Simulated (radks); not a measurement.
# Pt⁴⁺ in [Xe] 4f14 5d5 6d1: an all-electron calculation

Wanted: eigenvalues, radial structure and energy terms of the platinum ion Pt4+.

The numbers are computed with radks (a radial shooting solver on a logarithmic mesh, Libxc functionals) version 1 (scalar-relativistic Kohn-Sham, exchange-only LDA, spin-polarised, spherical densities, point nucleus; open shells are filled with parallel spins first), except any that are marked as measured or tabulated.

**1. The atom as given**

- element: platinum (Z = 78)
- charge: +4
- electrons: 74
- configuration: [Xe] 4f14 5d5 6d1

The outer shells:

Pt⁴⁺
```
[Xe] core
4f [↑↓][↑↓][↑↓][↑↓][↑↓][↑↓][↑↓]
5d [↑ ][↑ ][↑ ][↑ ][↑ ]
6d [↑ ][  ][  ][  ][  ]
```

**2. Self-consistent calculation**

Settings of this run:

```text
Z 78
configuration [Xe] 4f14 5d5 6d1
relativity scalar-relativistic
functional lda,
spin polarised
nucleus point
c 137.035999084
```

What does the calculation give?

The runs gave:

| quantity | value |
| --- | --- |
| total energy | -18390.3652 hartree |
| exchange-correlation share of it | 1.82 % |
| −T/E | 1.1157 |
| highest occupied level | 6d up, -23.589 eV |
| most extended occupied level | 6d up, <r> = 3.39 bohr |
| radius at density 0.001 e/bohr³ | 4.31 bohr |
| maxima of the radial density | 4 |

The radial density shows 4 maxima for 6 occupied principal shells; where shells overlap, one shows as a shoulder or not at all. Relativity lifts −T/E to 1.116. This is not the tabulated ground configuration, so its levels and sizes aren't those of the ground state, and no measured value stands beside it.
